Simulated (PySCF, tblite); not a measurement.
# SeF₂: changes of charge

What do calculations give for the changes of charge of SeF₂ (`F[Se]F`)?

Programs: tblite 0.8.0 and PySCF 2.14.0, with routines of our own; each step states its level. All values are computed. Atoms count from 0.

### 1 The system as given

3 atoms, charge 0, multiplicity 1; geometry from: start built from the parent or by distance geometry.

### 2 Geometry optimisation with GFN2-xTB

What the job is given:

```
{"job": {"kind": "relax", "xc": "GFN2-xTB", "basis": "xTB"}, "charge": 0, "multiplicity": 1}
Se     0.020800    -0.014000    -0.814800
F      1.305900    -0.010000     0.390700
F     -1.303800     0.019000     0.399000
```

Launch:

```
$ OMP_NUM_THREADS=1 python redox_run.py task.json out
```

This one command runs all jobs of the session in turn.

Standard output:

```text
step      E/eV     max force
  0    -343.93054    0.465
  1    -343.93523    0.260
  2    -343.93737    0.036
  3    -343.93742    0.028
  4    -343.93749    0.030
  5    -343.93756    0.036
  6    -343.93763    0.034
  7    -343.93767    0.020
  8    -343.93768    0.007
```

It took 0.02 s on 1 thread of Arm Neoverse V2, shared host.

Relaxation path:

```csv
step,energy from step 0 (eV),largest force (eV/Å)
0,0.0000,0.4653
1,-0.0047,0.2596
2,-0.0068,0.0361
3,-0.0069,0.0283
4,-0.0070,0.0300
5,-0.0070,0.0361
6,-0.0071,0.0339
7,-0.0071,0.0198
8,-0.0071,0.0073
```

Close pairs (by a distance rule), those that changed most:

```csv
bond,before (Å),after (Å),change (Å)
Se0–F1,1.762,1.793,+0.031
Se0–F2,1.797,1.793,-0.004
```

The end geometry stands in the next job.

### 3 Vibrational analysis with GFN2-xTB

What the job is given:

```
{"job": {"kind": "ir", "xc": "GFN2-xTB", "basis": "xTB"}, "charge": 0, "multiplicity": 1}
Se     0.008430    -0.013918    -0.817956
F      1.325728    -0.010154     0.398044
F     -1.311196     0.018996     0.394816
```

Standard output:

```text
mode    cm-1     km/mol
  1     203.7     10.18
  2     485.9    144.15
  3     525.0     81.57
ZPE 7.265  H(298)-E 19.795  G(298)-E -62.842 kJ/mol  S 277.17 J/(mol K)
```

It took 0.07 s on 1 thread of Arm Neoverse V2, shared host.

Which atoms move in the most intense modes:

```csv
cm⁻¹,km/mol,atoms
204,10.2,"F2 44 %, F1 44 %, Se0 13 %"
486,144.2,"F1 40 %, F2 40 %, Se0 20 %"
525,81.6,"F2 40 %, F1 40 %, Se0 20 %"
```

### 4 Optimising the geometry at BP86-D3(BJ)/ma-def2-SVP

What the job is given:

```
{"job": {"xc": "BP86", "basis": "ma-def2-SVP", "d3": "d3bj", "grid": 1, "kind": "geom"}, "charge": 0, "multiplicity": 1}
Se     0.008430    -0.013918    -0.817956
F      1.325728    -0.010154     0.398044
F     -1.311196     0.018996     0.394816
```

Standard output:

```text
step   0  E = -2601.03801214  max force = 0.008158
step   1  E = -2601.03828800  max force = 0.001862
step   2  E = -2601.03834062  max force = 0.000399
step   3  E = -2601.03834576  max force = 0.000225
optimisation converged
```

Run time: 6.1 s. Hardware: 1 thread of Arm Neoverse V2, shared host.

Along the way:

```csv
step,energy from step 0 (eV),largest force component (eV/Å)
0,0.0000,0.4195
1,-0.0075,0.0957
2,-0.0089,0.0205
3,-0.0091,0.0116
```

Distances of close pairs at the start and the end, largest changes first:

```csv
bond,before (Å),after (Å),change (Å)
Se0–F1,1.793,1.787,-0.006
Se0–F2,1.793,1.788,-0.005
```

The final coordinates are the input of the step that follows.

```csv
at the end point,value
point group (found at 0.08 Å tolerance),C2v
"rotational constants (GHz, main isotopes)","14.251, 7.319, 4.836"
dipole moment (D),2.27
```

### 5 Single point (SeF₂): BP86-D3(BJ)/ma-def2-SVP

Geometry: BP86-D3(BJ)/ma-def2-SVP.

What the job is given:

```
{"job": {"kind": "sp", "xc": "BP86", "basis": "ma-def2-SVP", "d3": "d3bj", "grid": 2}, "charge": 0, "multiplicity": 1}
Se    -0.004860     0.450144     0.630145
F      1.360414    -0.165286    -0.344720
F     -1.332594    -0.289914    -0.310602
```

Standard output:

```text
coarse grid: 17936 points
cycle   1  E = -2600.9476731369  dE = -6.297e-01  |g| = 7.039e-01  |ddm| = 1.994e+00
cycle   2  E = -2600.2187296978  dE =  7.289e-01  |g| = 2.085e+00  |ddm| = 1.965e+00
cycle   3  E = -2601.0364797691  dE = -8.178e-01  |g| = 1.101e-01  |ddm| = 1.476e+00
cycle   4  E = -2601.0378024596  dE = -1.323e-03  |g| = 5.708e-02  |ddm| = 1.390e-01
cycle   5  E = -2601.0383281524  dE = -5.257e-04  |g| = 8.603e-03  |ddm| = 4.233e-02
cycle   6  E = -2601.0383394249  dE = -1.127e-05  |g| = 5.638e-03  |ddm| = 8.854e-03
cycle   7  E = -2601.0383456877  dE = -6.263e-06  |g| = 6.710e-04  |ddm| = 4.433e-03
final grid: 36288 points
cycle   8  E = -2601.0383551450  dE =  2.652e-07  |g| = 1.606e-03  |ddm| = 1.500e-03
cycle   9  E = -2601.0383522222  dE =  2.923e-06  |g| = 4.287e-03  |ddm| = 3.653e-03
cycle  10  E = -2601.0383555646  dE = -3.342e-06  |g| = 3.492e-04  |ddm| = 2.940e-03
cycle  11  E = -2601.0383555825  dE = -1.792e-08  |g| = 1.478e-04  |ddm| = 3.101e-04
cycle  12  E = -2601.0383555869  dE = -4.394e-09  |g| = 1.046e-05  |ddm| = 1.215e-04
converged SCF energy = -2601.0383555869
```

Wall time 2.6 s (1 thread of Arm Neoverse V2, shared host).

Orbitals, density, ELF and potential are computed afterwards from the orbital file.

Frontier orbitals at BP86/ma-def2-SVP, with the share of their density that lies nearest to each atom:

```csv
orbital,energy (eV),lies on
HOMO,-6.29,"Se0 76 %; F1, F2 about 12 % each"
LUMO,-4.04,"Se0 67 %; F1, F2 about 16 % each"
```

ELF in a plane through or near 3 of the atoms.

Ten even steps from ' ' (0.00) to '@' (0.86):
```
                                                        
                                                        
                          ....                          
                      ..--====--..                      
                  ..--++##%%%%##++--..                  
                  ..==****++++****==..                  
                  ..----::++++::----..                  
            ......::--::++%%++++::--::......            
          ::--====----::==##%%==::----====--::          
        ..==**@@@@@@%%++::::::::++%%@@@@@@**==..        
        ::==##@@%%==%%%%==----==%%##==%%@@##==::        
        ..--**@@##==@@%%==....==@@%%**##@@**--..        
          ::++%%@@@@@@%%==    ==%%@@@@@@%%++::          
          ..::++##%%%%**--    --**%%%%##++::..          
              ..--====--      ..--====--..              
                ......            ......                
                                                        
                                                        
                                                        
                                                        
```
The map spans 7.9 Å across and 6.8 Å up, centred on the molecule. Atoms in the plane (x, y in Å): Se0 (0.0, 0.8), F1 (-1.3, -0.4), F2 (1.3, -0.4).

log10 of the density (e/Å³) in the same plane.

Ten even steps from ' ' (-4.0) to '@' (2.5):
```
                      ............                      
                  ......::::::::......                  
              ....::::::--------::::::....              
            ....::::------====------::::....            
            ..::::--====++++++++====--::::..            
          ..::::----==++++++++++++==----::::..          
        ..::::----==++++**%%%%**++++==----::::..        
      ..::::--======++**##@@@@##**++======--::::..      
      ..::--====++++++**##%%%%##**++++++====--::..      
    ..::--==++++************************++++==--::..    
    ..::--==++**######**++++++++**######**++==--::..    
    ..::--==++**######**++====++**##@@##**++==--::..    
    ..::--==++++******++++====++++******++++==--::..    
      ..::--==++++++++++==----==++++++++++==--::..      
        ..::----======----::::----======----::..        
          ..::::--------::::::::--------::::..          
              ............................              
                                                        
                                                        
                                                        
```
The map spans 7.9 Å across and 6.8 Å up, centred on the molecule. Atoms in the plane (x, y in Å): Se0 (0.0, 0.8), F1 (-1.3, -0.4), F2 (1.3, -0.4).

On the surface of density 0.002 e/bohr³ the electrostatic potential runs, from the 1st to the 99th percentile, from -0.72 V near F1 to 2.44 V near Se0.

### 6 Single point (SeF2− (doublet)): BP86-D3(BJ)/ma-def2-SVP

Geometry: BP86-D3(BJ)/ma-def2-SVP, that of another charge or spin state.

What the job is given:

```
{"job": {"kind": "sp", "xc": "BP86", "basis": "ma-def2-SVP", "d3": "d3bj", "grid": 2}, "charge": -1, "multiplicity": 2}
Se    -0.004860     0.450144     0.630145
F      1.360414    -0.165286    -0.344720
F     -1.332594    -0.289914    -0.310602
```

Standard output:

```text
final grid: 36288 points
cycle   1  E = -2600.9862608211  dE =  3.553e-02  |g| = 3.877e-01  |ddm| = 1.762e+00
cycle   2  E = -2600.9456826792  dE =  4.058e-02  |g| = 5.384e-01  |ddm| = 1.920e+00
cycle   3  E = -2601.0618209724  dE = -1.161e-01  |g| = 5.782e-02  |ddm| = 8.969e-01
cycle   4  E = -2601.0637777739  dE = -1.957e-03  |g| = 4.596e-02  |ddm| = 1.910e-01
cycle   5  E = -2601.0645291967  dE = -7.514e-04  |g| = 9.306e-03  |ddm| = 8.421e-02
cycle   6  E = -2601.0645031711  dE =  2.603e-05  |g| = 1.257e-02  |ddm| = 4.850e-02
cycle   7  E = -2601.0645618359  dE = -5.866e-05  |g| = 1.249e-03  |ddm| = 2.762e-02
cycle   8  E = -2601.0645626140  dE = -7.781e-07  |g| = 2.089e-04  |ddm| = 2.519e-03
cycle   9  E = -2601.0645625886  dE =  2.534e-08  |g| = 6.320e-05  |ddm| = 5.020e-04
cycle  10  E = -2601.0645625909  dE = -2.294e-09  |g| = 9.378e-06  |ddm| = 1.188e-04
converged SCF energy = -2601.0645625909
```

Wall time 2.1 s (1 thread of Arm Neoverse V2, shared host).

### 7 Optimising the geometry with GFN2-xTB

This step treats SeF2− (doublet), labelled `F[Se].[F-]` (the label fixes atoms and charge, not where charge and spin sit).

What the job is given:

```
{"job": {"kind": "relax", "xc": "GFN2-xTB", "basis": "xTB"}, "charge": -1, "multiplicity": 2}
Se     0.011400     0.444000     0.624900
F      1.349700    -0.156600    -0.367700
F     -1.315100    -0.297500    -0.307400
```

Standard output:

```text
step      E/eV     max force
  0    -348.75303    8.121
  1    -349.81695    3.415
  2    -350.09509    1.091
  3    -350.13362    0.373
  4    -350.14083    0.420
  5    -350.14928    0.473
  6    -350.16578    0.518
  7    -350.18125    0.547
  8    -350.19127    0.277
  9    -350.19438    0.132
 10    -350.19491    0.137
 11    -350.19954    0.168
 12    -350.20480    0.189
 13    -350.20622    0.043
 14    -350.20631    0.022
 15    -350.20638    0.007
```

It took 0.03 s on 1 thread of Arm Neoverse V2, shared host.

Relaxation path:

```csv
step,energy from step 0 (eV),largest force (eV/Å)
0,0.0000,8.1213
1,-1.0639,3.4147
2,-1.3421,1.0909
3,-1.3806,0.3729
4,-1.3878,0.4198
5,-1.3962,0.4729
6,-1.4127,0.5181
7,-1.4282,0.5474
8,-1.4382,0.2771
9,-1.4413,0.1321
10,-1.4419,0.1366
11,-1.4465,0.1684
12,-1.4518,0.1890
13,-1.4532,0.0426
14,-1.4533,0.0220
15,-1.4534,0.0075
```

Distances of close pairs at the start and the end, largest changes first:

```csv
bond,before (Å),after (Å),change (Å)
Se0–F2,1.783,2.243,+0.460
Se0–F1,1.771,1.890,+0.118
```

The end geometry stands in the next job.

### 8 Infrared spectrum with GFN2-xTB

What the job is given:

```
{"job": {"kind": "ir", "xc": "GFN2-xTB", "basis": "xTB"}, "charge": -1, "multiplicity": 2}
Se     0.127677     0.596540     0.832007
F      1.311357    -0.190747    -0.412859
F     -1.393112    -0.415924    -0.469431
```

Standard output:

```text
mode    cm-1     km/mol
  1      99.6     13.55
  2     274.9     58.70
  3     433.7    106.40
ZPE 4.834  H(298)-E 18.598  G(298)-E -71.170 kJ/mol  S 301.09 J/(mol K)
```

It took 0.06 s on 1 thread of Arm Neoverse V2, shared host.

The strongest bands and the atoms that carry them (share of the mass-weighted mode):

```csv
cm⁻¹,km/mol,atoms
100,13.6,"F2 53 %, F1 41 %"
275,58.7,"F2 57 %, Se0 22 %, F1 21 %"
434,106.4,"F1 70 %, Se0 21 %"
```

### 9 Geometry optimisation at BP86-D3(BJ)/ma-def2-SVP

This step treats SeF2− (doublet), labelled `F[Se].[F-]` (the label fixes atoms and charge, not where charge and spin sit).

What the job is given:

```
{"job": {"xc": "BP86", "basis": "ma-def2-SVP", "d3": "d3bj", "grid": 1, "kind": "geom"}, "charge": -1, "multiplicity": 2}
Se    -0.004860     0.450144     0.630145
F      1.360414    -0.165286    -0.344720
F     -1.332594    -0.289914    -0.310602
```

Standard output:

```text
step   0  E = -2601.06455797  max force = 0.100416
step   1  E = -2601.09415821  max force = 0.034877
step   2  E = -2601.09705080  max force = 0.014574
step   3  E = -2601.09800317  max force = 0.008827
step   4  E = -2601.09888171  max force = 0.002460
step   5  E = -2601.09898546  max force = 0.000669
step   6  E = -2601.09901675  max force = 0.000582
step   7  E = -2601.09904156  max force = 0.000411
step   8  E = -2601.09879904  max force = 0.005122
step   9  E = -2601.09921292  max force = 0.002955
step  10  E = -2601.09922451  max force = 0.001306
step  11  E = -2601.09921395  max force = 0.000546
step  12  E = -2601.09920560  max force = 0.000411
step  13  E = -2601.09921490  max force = 0.000467
step  14  E = -2601.09921559  max force = 0.000425
optimisation converged
```

Run time: 26 s. Hardware: 1 thread of Arm Neoverse V2, shared host.

The steps of the relaxation: (the energy doesn't fall at every step)

```csv
step,energy from step 0 (eV),largest force component (eV/Å)
0,0.0000,5.1636
1,-0.8055,1.7934
2,-0.8842,0.7494
3,-0.9101,0.4539
4,-0.9340,0.1265
5,-0.9368,0.0344
6,-0.9377,0.0299
7,-0.9383,0.0211
8,-0.9317,0.2634
9,-0.9430,0.1520
10,-0.9433,0.0672
11,-0.9430,0.0281
12,-0.9428,0.0211
13,-0.9431,0.0240
14,-0.9431,0.0219
```

Close pairs (by a distance rule), those that changed most:

```csv
bond,before (Å),after (Å),change (Å)
Se0–F2,1.788,2.004,+0.217
Se0–F1,1.787,1.950,+0.163
```

The final coordinates are the input of the step that follows.

```csv
at the end point,value
point group (found at 0.08 Å tolerance),C2v
"rotational constants (GHz, main isotopes)","8.665, 8.154, 4.201"
⟨S²⟩,0.751
```

[end of part 1 of 2]
